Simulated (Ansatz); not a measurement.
# ClH6PSi2: rigid torsion scan

Wanted for ClH6PSi2: a rigid torsion scan. SMILES: [SiH3][SiH](P)Cl.

Computed with the Python package of Ansatz 0.2.0. Level of theory: PBE/6-31G*.

## 1. The structure

Bond lengths: Si1–Si2 2.300 Å, Si2–P3 2.225 Å, Si2–Cl4 2.050 Å, Si1–H5 1.489 Å, Si1–H6 1.489 Å, Si1–H7 1.488 Å, Si2–H8 1.487 Å, P3–H9 1.414 Å, P3–H10 1.414 Å. Angles (14 of 15 angles, heavy atoms first): Si1–Si2–P3 111.7°, Si1–Si2–Cl4 111.1°, P3–Si2–Cl4 107.8°, Si1–Si2–H8 111.1°, P3–Si2–H8 107.9°, Cl4–Si2–H8 107.0°, Si2–Si1–H5 110.9°, Si2–Si1–H6 110.2°, Si2–Si1–H7 111.6°, Si2–P3–H9 97.4°, Si2–P3–H10 97.6°, H5–Si1–H6 107.4°, H5–Si1–H7 108.5°, H6–Si1–H7 108.0°.

The script holds or builds the structure itself.

## 2. The code

Input file torsion_clh6psi2.py:

```python
"""Rigid torsion scan of ClH6PSi2."""

import warnings

import ansatz
from ase import Atoms

warnings.simplefilter("ignore", ansatz.DeckWarning)

atoms = Atoms(["Si", "Si", "P", "Cl", "H", "H", "H", "H", "H", "H"], positions=[
    [-1.376, -0.6732, 0.1646],
    [0.1607, 0.9702, -0.311],
    [2.247, 0.2103, -0.1732],
    [-0.0198, 2.5474, 0.9867],
    [-1.1688, -1.2136, 1.5362],
    [-1.2286, -1.8074, -0.7889],
    [-2.7712, -0.1648, 0.0618],
    [-0.0384, 1.5098, -1.6823],
    [2.139, -0.3892, 1.1033],
    [2.056, -0.9895, -0.897],
])

# start the scan from a relaxed geometry
first = (
    ansatz.Crystal.molecule_from_ase(atoms).calculation()
    .basis(gaussian="6-31G*")
    .functional("PBE")
    .relax(force_tolerance=0.02, max_steps=80)
)
atoms.positions = first.run(threads=1).report["positions_ang"]

start = atoms.get_dihedral(2, 1, 0, 4)
energies = {}
for turn in range(0, 121, 15):
    turned = atoms.copy()
    turned.set_dihedral(2, 1, 0, 4, start + turn, indices=[0, 4, 5, 6])
    job = (
        ansatz.Crystal.molecule_from_ase(turned).calculation()
        .basis(gaussian="6-31G*")
        .functional("PBE")
    )
    energies[round((start + turn) % 360)] = job.run(threads=1).report["free_energy_ev"]
floor = min(energies.values())
print("dihedral P2-Si1-Si0-H4 (deg)   E - E(min) (eV)")
for angle, e in sorted(energies.items()):
    print(f"{angle:8d} {(e - floor):14.3f}  " + "#" * int(30 * (e - floor) / max(max(energies.values()) - floor, 1e-9)))
```

## 3. The run

Run with:

```console
> python torsion_clh6psi2.py
```

The log of the run:

```text
dihedral P2-Si1-Si0-H4 (deg)   E - E(min) (eV)
      58          0.000
      73          0.009  ####
      88          0.031  ##############
     103          0.052  #########################
     118          0.062  ##############################
     133          0.054  ##########################
     148          0.035  ################
     163          0.015  #######
     178          0.007  ###
```

It took 44 s on 1 thread of Arm Neoverse V2, shared host; peak memory 0.21 GiB.

## 4. How the relaxation of run 0 went

Step by step:

```csv
step,E - E(step 1) (eV),largest force component (eV/Å)
1,0.0000,1.1422
2,-0.0760,0.2170
3,-0.1003,0.0519
4,-0.1013,0.0168
```

Step 1 is the start.

Before: Bond lengths: Si1–Si2 2.300 Å, Si2–P3 2.225 Å, Si2–Cl4 2.050 Å, Si1–H5 1.489 Å, Si1–H6 1.489 Å, Si1–H7 1.488 Å, Si2–H8 1.487 Å, P3–H9 1.414 Å, P3–H10 1.414 Å. Angles (14 of 15 angles, heavy atoms first): Si1–Si2–P3 111.7°, Si1–Si2–Cl4 111.1°, P3–Si2–Cl4 107.8°, Si1–Si2–H8 111.1°, P3–Si2–H8 107.9°, Cl4–Si2–H8 107.0°, Si2–Si1–H5 110.9°, Si2–Si1–H6 110.2°, Si2–Si1–H7 111.6°, Si2–P3–H9 97.4°, Si2–P3–H10 97.6°, H5–Si1–H6 107.4°, H5–Si1–H7 108.5°, H6–Si1–H7 108.0°.

After: Bond lengths: Si1–Si2 2.352 Å, Si2–P3 2.283 Å, Si2–Cl4 2.100 Å, Si1–H5 1.500 Å, Si1–H6 1.503 Å, Si1–H7 1.500 Å, Si2–H8 1.502 Å, P3–H9 1.438 Å, P3–H10 1.440 Å. Angles (14 of 15 angles, heavy atoms first): Si1–Si2–P3 115.1°, Si1–Si2–Cl4 109.5°, P3–Si2–Cl4 107.4°, Si1–Si2–H8 111.0°, P3–Si2–H8 106.8°, Cl4–Si2–H8 106.8°, Si2–Si1–H5 109.6°, Si2–Si1–H6 107.9°, Si2–Si1–H7 112.3°, Si2–P3–H9 94.1°, Si2–P3–H10 93.0°, H5–Si1–H6 108.6°, H5–Si1–H7 109.4°, H6–Si1–H7 109.0°.

Run 0 is this relaxation; the runs after it count from 1.

## 5. Run by run

One row for each of the 9 runs:

```csv
run,turn (°),energy from run 1 (eV),SCF cycles,CPU time (s)
1,0,0.0000,16,2.9
2,15,0.0093,16,2.9
3,30,0.0308,16,2.9
4,45,0.0524,16,2.9
5,60,0.0619,16,2.9
6,75,0.0543,16,2.9
7,90,0.0347,16,2.9
8,105,0.0151,16,2.9
9,120,0.0073,16,2.9
```

## 6. Outcome

| quantity | value |
| --- | --- |
| runs compared | 9 |
| range of energy | 0.062 eV |
| lowest point, turn (°) | 0 |

In words: The lowest point lies at a turn of 0°, the highest 0.062 eV (6.0 kJ/mol) above it at 60°. The grid can miss the true lowest and highest points, and the rest of the molecule is held rigid. Run 0: After 3 moves the largest shift is 0.108 Å, of atom 3 (P). The scan is rigid and the energies are electronic, in a modest basis. With rigid groups the curve can differ much from the relaxed path, the start wasn't checked as a minimum of this torsion, and equivalent turns needn't return to the same energy.
